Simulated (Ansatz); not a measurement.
**PtS2: energy over the lattice constants a and c**

How does the energy of PtS₂ (P-3m1, No. 164; 3 atoms in the cell) change over two coordinates at once? A grid of runs gives the map.

The COD entry's cell or inner coordinates are ideal or old and differ from later refinements, so a difference from it is no clean test against experiment.

Method: DFT PBE, scalar-relativistic, plane waves, PAW, in Ansatz 0.2.0.

2 further runs of the same task are left out: 2 set aside as unsound or not needed.

## 1. The system as given

The structure is trigonal, space group P-3m1 (No. 164). Conventional cell: a = 3.577 Å, b = 3.577 Å, c = 6.497 Å, α = 90.00°, β = 90.00°, γ = 120.00°. Pt (site symmetry -3m) has 6 S at 2.40 Å as nearest neighbours. S (site symmetry 3m) is surrounded by 3 Pt at 2.40 Å.

Coordinates:

```cif
data_structure
_symmetry_space_group_name_H-M 'P-3m1'
_symmetry_Int_Tables_number 164
_cell_length_a 3.5766
_cell_length_b 3.5766
_cell_length_c 6.4966
_cell_angle_alpha 90.000
_cell_angle_beta 90.000
_cell_angle_gamma 120.000
_cell_volume 71.97
loop_
_atom_site_label
_atom_site_type_symbol
_atom_site_symmetry_multiplicity
_atom_site_Wyckoff_symbol
_atom_site_fract_x
_atom_site_fract_y
_atom_site_fract_z
_atom_site_occupancy
Pt1 Pt 1 a 0.00000 0.00000 0.00000 1
S1 S 2 d 0.33333 0.66667 0.18895 1
```

This cell was relaxed beforehand with the same method: volume 23.99 Å³/atom, gap on the mesh 1.57 eV.

## 3. Plan of the scan

The energy is mapped over the lattice constants a and c of the conventional cell.

The axes are (1) lattice constant a (and b): 5 values from 3.326 to 3.827 Å; (2) lattice constant c: 5 values from 6.172 to 6.822 Å.

Relaxed at each point: the atoms inside the fixed cell. Energies count from the relaxed crystal. Points are written as (first, second).

(The set-up runs are not shown.)

## 4. Point (3.827 Å, 6.497 Å)

input.yaml

```yaml
crystal:
  lattice:
    - [3.827, 0.0, 0.0]
    - [-1.9135, 3.3142792203, 0.0]
    - [0.0, 0.0, 6.4966356506]
  atoms:
    - { symbol: Pt, position: [0.0, 0.0, 0.0] }
    - { symbol: S, position: [0.3333333333, 0.6666666667, 0.1889525212] }
    - { symbol: S, position: [0.6666666667, 0.3333333333, 0.8110474788] }
basis:
  ecutwfc: 420
kpoints:
  mp_grid: { grid: [9, 9, 4] }
hamiltonian:
  xc: pbe
  pseudopotentials: { kind: paw }
scf:
  occupations: { method: gaussian, width: 0.05 }
output:
  forces: true
  stress: true
  eigenvalues: true
relax:
  adjacent_minimum: "off"
  f_tol: 0.01
  max_steps: 30
```

On the command line:

```
ansatz run input.yaml --threads 1 --pin off --max-ram 2048MiB --backend cpu --events-out ev --progress --plain --runs-dir out
```

Further runs follow: the other points that were computed.

**Question.** What will these runs give? Wanted: lowest point; highest computed point; pressure.

The runs gave:

```
              quantity                                                                              value
          lowest point                                                     (3.577 Å, 6.497 Å), 0 meV/atom
highest computed point                                  (3.326 Å, 6.172 Å), 138 meV/atom above the lowest
        pressure (GPa)  −6.6 at (3.827 Å, 6.172 Å) to 10.4 at (3.326 Å, 6.172 Å); 0.0 at the lowest point
   time for all points                                                   9.1 min on 1 thread, shared host
```

What this shows: The lowest computed point is at (3.577 Å, 6.497 Å), which is the relaxed crystal itself. The highest computed point, (3.326 Å, 6.172 Å), lies 138 meV/atom above the lowest. Spin-orbit coupling is left out, which matters for the bands of Pt. Layers here are held mostly by dispersion, which this level lacks, so their spacing and the stiffness across them are unreliable there.
